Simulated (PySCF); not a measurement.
**CH5Ga (GaH2Me): levels of theory compared**

Aim: a comparison of 6 runs (HF/3-21G, B3LYP/6-31G*, PBE0/def2-SVPD, CAM-B3LYP/cc-pVTZ, MP2/3-21G, MP2/pcseg-1) of CH5Ga (GaH2Me). The job is set up through a Python script.

The results are computed with PySCF 2.14.0.

## (1) Starting point

CH5Ga: 7 atoms, total charge 0, spin state singlet. As SMILES, `[H][Ga]([H])[CH3]`. The shape comes from GFN2-xTB, which is rough for such elements, and wasn't checked as a minimum.

Bond lengths: Ga1–C4 2.019 Å, Ga1–H2 1.580 Å, Ga1–H3 1.580 Å, C4–H5 1.094 Å, C4–H6 1.095 Å, C4–H7 1.095 Å. Angles: Ga1–C4–H5 111.2°, Ga1–C4–H6 111.0°, Ga1–C4–H7 111.1°, H2–Ga1–C4 123.7°, H3–Ga1–C4 124.2°, H5–C4–H6 107.6°, H5–C4–H7 107.4°, H6–C4–H7 108.4°, H2–Ga1–H3 112.1°.

## (2) Energy and forces at HF/3-21G (run 1)

Contents of input.py:

```python
import pyscf.grad
from pyscf import gto, scf

system = gto.M(
    atom='''
Ga       0.530950       0.929410       0.001880
H        2.107200       1.037040       0.032620
H       -0.161530       2.348530      -0.037430
C       -0.472660      -0.822080       0.002660
H       -0.574060      -1.221230      -1.011230
H       -1.480470      -0.696670       0.410990
H        0.050570      -1.574990       0.600500
''',
    verbose=3,
    basis='3-21g',
    max_memory=1860,
    spin=0,
    charge=0,
)

mf = scf.RHF(system)
mf.conv_tol = 1e-10
mf.kernel()
if not mf.converged:
    mf = mf.newton().run(mf.mo_coeff, mf.mo_occ)

e_tot = mf.e_tot
print('E(%s) = %.9f' % ('HF', e_tot))
grad = mf.Gradients().kernel()
mf.analyze()
```

Started as:

```
$ OMP_NUM_THREADS=1 python input.py
```

Output:

```text
converged SCF energy = -1954.36906492459
E(HF) = -1954.369064925
--------------- RHF gradients ---------------
         x                y                z
0 Ga     0.0051970758     0.0100440529     0.0004760635
1 H    -0.0031177140     0.0046649493    -0.0001773860
2 H     0.0057896883    -0.0003717877     0.0000941848
3 C    -0.0042724783    -0.0092408189    -0.0023941651
4 H    -0.0006457598    -0.0020042746    -0.0044272433
5 H    -0.0060682185     0.0011573956     0.0027112071
6 H     0.0031174065    -0.0042495165     0.0037173390
----------------------------------------------
**** MO energy ****
MO #1   energy= -376.418608775175  occ= 2
MO #2   energy= -47.9496920282128  occ= 2
MO #3   energy= -42.2093883318476  occ= 2
MO #4   energy= -42.2075347855273  occ= 2
MO #5   energy= -42.207299439523   occ= 2
MO #6   energy= -11.14573717735    occ= 2
MO #7   energy= -6.33647895695668  occ= 2
MO #8   energy= -4.41435646240979  occ= 2
MO #9   energy= -4.40900295369352  occ= 2
MO #10  energy= -4.40783675152709  occ= 2
MO #11  energy= -1.09583618956506  occ= 2
MO #12  energy= -1.09330887537575  occ= 2
MO #13  energy= -1.09262154142851  occ= 2
MO #14  energy= -1.0877955273367   occ= 2
MO #15  energy= -1.08721596020924  occ= 2
MO #16  energy= -0.917041066494489 occ= 2
MO #17  energy= -0.568019902265665 occ= 2
MO #18  energy= -0.542134040639188 occ= 2
MO #19  energy= -0.540232829938423 occ= 2
MO #20  energy= -0.40287202481473  occ= 2
MO #21  energy= -0.399252067037205 occ= 2
MO #22  energy= 0.0477672690909909 occ= 0
MO #23  energy= 0.14520010926444   occ= 0
MO #24  energy= 0.195237392908587  occ= 0
MO #25  energy= 0.196447715524185  occ= 0
MO #26  energy= 0.287742450889496  occ= 0
MO #27  energy= 0.298200722002124  occ= 0
MO #28  energy= 0.315209015754393  occ= 0
MO #29  energy= 0.377892863742759  occ= 0
MO #30  energy= 0.387268332470887  occ= 0
MO #31  energy= 0.411594263570777  occ= 0
MO #32  energy= 0.472080886248825  occ= 0
MO #33  energy= 0.974540353685169  occ= 0
MO #34  energy= 1.04983029743619   occ= 0
MO #35  energy= 1.08285290985712   occ= 0
MO #36  energy= 1.3337503255902    occ= 0
MO #37  energy= 1.33924275848277   occ= 0
MO #38  energy= 1.36516056841794   occ= 0
MO #39  energy= 1.38600741140802   occ= 0
MO #40  energy= 1.4302252083339    occ= 0
MO #41  energy= 1.96576090428754   occ= 0
 ** Mulliken atomic charges  **
charge of    0Ga =      0.51654
charge of    1H =     -0.14151
charge of    2H =     -0.14093
charge of    3C =     -0.53255
charge of    4H =      0.10158
charge of    5H =      0.09807
charge of    6H =      0.09880
Dipole moment(X, Y, Z, Debye): -0.41239, -0.69705, -0.00311
```

Run time: 3 s. Hardware: 1 thread of Intel Xeon at 2.50GHz (Skylake/Cascade Lake), shared host; peak memory 0.12 GiB.

## (3) Energy and forces at B3LYP/6-31G(d) (Cartesian functions) (run 2)

Contents of geometry.xyz:

```xyz
7
CH5Ga
Ga     0.530950     0.929410     0.001880
H      2.107200     1.037040     0.032620
H     -0.161530     2.348530    -0.037430
C     -0.472660    -0.822080     0.002660
H     -0.574060    -1.221230    -1.011230
H     -1.480470    -0.696670     0.410990
H      0.050570    -1.574990     0.600500
```

Contents of run.py:

```python
import pyscf.grad
from pyscf import gto, dft

mol = gto.M(
    atom='geometry.xyz',
    verbose=4,
    max_memory=1860,
    charge=0,
    cart=True,
    basis='6-31g*',
)

mf = dft.RKS(mol, xc='b3lyp')
mf.grids.level = 5
mf.conv_tol = 1e-10
mf.kernel()
if not mf.converged:
    mf = mf.newton().run(mf.mo_coeff, mf.mo_occ)

etot = mf.e_tot
print('Final energy', etot)
grad = mf.Gradients().kernel()
mf.analyze()
```

Started as:

```
$ OMP_NUM_THREADS=1 python run.py
```

Output:

```text
PySCF version 2.14.0

[... 92 lines left out ...]
Nuclear Repulsion Energy =             100.974340214343371
[... 9 lines left out ...]
MO #4   energy= -40.6995865822173  occ= 2
[... 7 lines left out ...]
MO #12  energy= -0.826183528416018 occ= 2
[... 7 lines left out ...]
MO #20  energy= -0.288230916919926 occ= 2
[... 7 lines left out ...]
MO #28  energy= 0.138368965862374  occ= 0
[... 7 lines left out ...]
MO #36  energy= 0.533300816880031  occ= 0
[... 7 lines left out ...]
MO #44  energy= 1.01944417820088   occ= 0
[... 7 lines left out ...]
MO #52  energy= 2.26587010706752   occ= 0
[... 7 lines left out ...]
MO #60  energy= 73.8380720862097   occ= 0
[... 70 lines left out ...]
Dipole moment(X, Y, Z, Debye): -0.46380, -0.79155, -0.00145
```

Wall time 31 s (1 thread of Intel Xeon at 2.50GHz (Skylake/Cascade Lake), shared host); peak memory 0.6 GiB.

## (4) Energy and forces at PBE0/def2-SVPD (run 3)

Contents of input.xyz:

```xyz
7

Ga     0.530950     0.929410     0.001880
H      2.107200     1.037040     0.032620
H     -0.161530     2.348530    -0.037430
C     -0.472660    -0.822080     0.002660
H     -0.574060    -1.221230    -1.011230
H     -1.480470    -0.696670     0.410990
H      0.050570    -1.574990     0.600500
```

Contents of calc.py:

```python
# GaH2Me
from pyscf import gto, dft

mol = gto.M(
    atom='input.xyz',
    max_memory=1860,
    charge=0,
    basis='def2-svpd',
    verbose=3,
)

myscf = dft.RKS(mol)
myscf.xc = 'pbe0'
myscf.grids.level = 5
myscf.conv_tol = 1e-10
myscf.kernel()
if not myscf.converged:
    myscf = myscf.newton().run(myscf.mo_coeff, myscf.mo_occ)

e_tot = myscf.e_tot
print('E(%s) = %.9f' % ('PBE0', e_tot))
grad = myscf.nuc_grad_method().kernel()
myscf.analyze()
```

Started as:

```
$ OMP_NUM_THREADS=1 python calc.py
```

Output:

```text
converged SCF energy = -1965.36149424913
[... 13 lines left out ...]
MO #2   energy= -46.031454378644   occ= 2
[... 11 lines left out ...]
MO #14  energy= -0.84363215392252  occ= 2
[... 11 lines left out ...]
MO #26  energy= 0.0774747117174535 occ= 0
[... 11 lines left out ...]
MO #38  energy= 0.224766134211706  occ= 0
[... 11 lines left out ...]
MO #50  energy= 0.3844773058537    occ= 0
[... 11 lines left out ...]
MO #62  energy= 0.690543037818665  occ= 0
[... 11 lines left out ...]
MO #74  energy= 1.55017326739443   occ= 0
[... 11 lines left out ...]
MO #86  energy= 2.02047639481444   occ= 0
[... 11 lines left out ...]
MO #98  energy= 3.10333519431141   occ= 0
[... 8 lines left out ...]
Dipole moment(X, Y, Z, Debye): -0.42632, -0.72233,  0.00448
```

Wall time 47 s (1 thread of Intel Xeon at 2.50GHz (Skylake/Cascade Lake), shared host); peak memory 0.96 GiB.

Runs 4 to 5 aren't shown in full; the table further down has their settings and results.

## (5) Energy and gradient at MP2/pcseg-1 (run 6)

input.xyz is that of step 4.

Contents of run.py:

```python
import pyscf.grad
from pyscf import gto, mp

molecule = gto.Mole()
molecule.atom = 'input.xyz'
molecule.max_memory = 1860
molecule.charge = 0
molecule.basis = 'pcseg-1'
molecule.verbose = 4
molecule.build()

mf = molecule.RHF()
mf.conv_tol = 1e-10
mf.kernel()
if not mf.converged:
    mf = mf.newton().run(mf.mo_coeff, mf.mo_occ)

pt = mp.MP2(mf, frozen=10).run()
e_tot = pt.e_tot
print(f'total energy: {e_tot:.8f} hartree')
grad = pt.Gradients().kernel()
dip = mf.dip_moment()
pop, q = mf.mulliken_pop()
```

Started as:

```
$ OMP_NUM_THREADS=1 python run.py
```

Output:

```text
PySCF version 2.14.0

[... 59 lines left out ...]
converged SCF energy = -1963.73554309517
[... 8 lines left out ...]
total energy: -1963.96723743 hartree
[... 10 lines left out ...]
Dipole moment(X, Y, Z, Debye): -0.42788, -0.72423,  0.00013
[... 74 lines left out ...]
charge of    6H =      0.12390
```

Wall time 20 s (1 thread of Intel Xeon at 2.50GHz (Skylake/Cascade Lake), shared host); peak memory 0.36 GiB.

## (6) The series

```
run                               level  Cartesian functions  integration grid   energy (Eh)  dipole moment (D) of the reference  HOMO energy (eV)  LUMO energy (eV)  wall time
  1                            HF/3-21G                   no                 –  -1954.369065                                0.81            -10.86              1.30        3 s
  2  B3LYP/6-31G* (Cartesian functions)                  yes                 5  -1965.721690                                0.92             -7.76             -1.65       31 s
  3                      PBE0/def2-SVPD                   no                 5  -1965.361494                                0.84             -8.08             -1.44       47 s
  4                   CAM-B3LYP/cc-pVTZ                   no                 5  -1966.087503                                0.84             -9.46             -0.58    4.9 min
  5                           MP2/3-21G                   no                 –  -1954.502754                                0.81            -10.86              1.30      4.8 s
  6                         MP2/pcseg-1                   no                 –  -1963.967237                                0.84            -11.07              1.26       20 s
```

## (7) What came out

| quantity | value |
| --- | --- |
| run 6: total energy | -1963.96724 Eh |
| run 6: dipole moment (Hartree–Fock density) | 0.84 D |
| run 6: HOMO energy (Hartree–Fock orbitals) | -11.07 eV |
| run 6: LUMO energy (Hartree–Fock orbitals) | 1.26 eV |
| run 6: HOMO–LUMO gap (Hartree–Fock orbitals) | 12.33 eV |
| run 6: correlation energy (10 core orbitals frozen) | -231.7 mEh |
| run 6: largest force on an atom | 0.524 eV/Å |

In words: Over runs 1, 2, 3, 4 the dipole moment (its size) runs from 0.81 D (HF/3-21G) to 0.92 D (B3LYP/6-31G*). The two ends differ in method and basis. Over runs 1, 2, 3, 4 the HOMO–LUMO gap runs from 6.11 eV (B3LYP/6-31G*) to 12.16 eV (HF/3-21G). Totals of different functionals can't be ranked against each other. All runs together took 6.7 min, the longest 4.9 min.
